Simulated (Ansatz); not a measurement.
# CH3BClFO: how energies converge with the basis set

One table from this session's results is given with a row withheld; the runs are named, their logs left out.

The runs use Ansatz 0.2.0, Gaussian basis; one geometry, several basis sets.

Plan: PBE0-D4/def2-SVP; ωB97M-V/def2-SVP; PBE0-D4/def2-QZVPP; ωB97M-V/def2-QZVPP; the functionals' def2-TZVPP values are taken from earlier runs.

### The relaxed structure

The geometry comes from an earlier relaxation with PBE0-D4 in a triple-zeta def2 set; it is a stationary point, not always the lowest conformer.

SMILES `BC(O)(F)Cl`, 8 atoms, charge 0, spin multiplicity 1.

Atoms are counted from 1 here; the program's logs count them from 0.

Bond lengths: B1–C2 1.545 Å, B1–H6 1.192 Å, B1–H7 1.187 Å, C2–O3 1.458 Å, C2–F4 1.346 Å, C2–Cl5 1.742 Å, O3–H8 0.968 Å. Angles: C2–B1–H6 116.5°, C2–B1–H7 119.5°, H6–B1–H7 123.9°, B1–C2–O3 74.1°, B1–C2–F4 121.2°, B1–C2–Cl5 125.0°, O3–C2–F4 108.7°, O3–C2–Cl5 110.1°, F4–C2–Cl5 109.4°, C2–O3–H8 107.1°.

Set-up of the first run:

Contents of in.yaml:

```yaml
crystal:
  periodic: [false, false, false]
  atoms:
    - {symbol: B, position_ang: [-0.496727, 0.835931, 0.196684]}
    - {symbol: C, position_ang: [0.656000, -0.125712, -0.169042]}
    - {symbol: O, position_ang: [-0.573104, -0.892271, -0.337222]}
    - {symbol: F, position_ang: [1.403686, -0.711802, 0.783820]}
    - {symbol: Cl, position_ang: [1.548083, -0.091841, -1.664662]}
    - {symbol: H, position_ang: [-0.796518, 0.892223, 1.348882]}
    - {symbol: H, position_ang: [-0.991579, 1.504401, -0.650038]}
    - {symbol: H, position_ang: [-0.657639, -1.468131, 0.435879]}
basis:
  gaussian: {orbitals: def2-SVP}
hamiltonian: {xc: pbe0, dispersion: d4}
output: {orbitals: {seedname: orbitals}}
```

Among the steps run: PBE0-D4 in def2-SVP; ωB97M-V in def2-SVP; PBE0-D4 in def2-QZVPP; ωB97M-V in def2-QZVPP.

One of the session's tables, all rows but one given; the rest of the session is left out.

It belongs to the step «Density functionals: the series». 

```
functional       basis  HOMO (eV)  LUMO (eV)
   PBE0-D4    def2-SVP          ?          ?
   PBE0-D4  def2-TZVPP      -8.63      -0.39
   PBE0-D4  def2-QZVPP      -8.67      -0.53
   ωB97M-V    def2-SVP     -10.77       1.95
   ωB97M-V  def2-TZVPP     -10.93       1.31
   ωB97M-V  def2-QZVPP     -10.97       0.94
```

Q: Estimate the row for PBE0-D4, def2-SVP from the others.

**Answer.** HOMO (eV): -8.51; LUMO (eV): -0.02. In the column «HOMO (eV)» it is the highest.
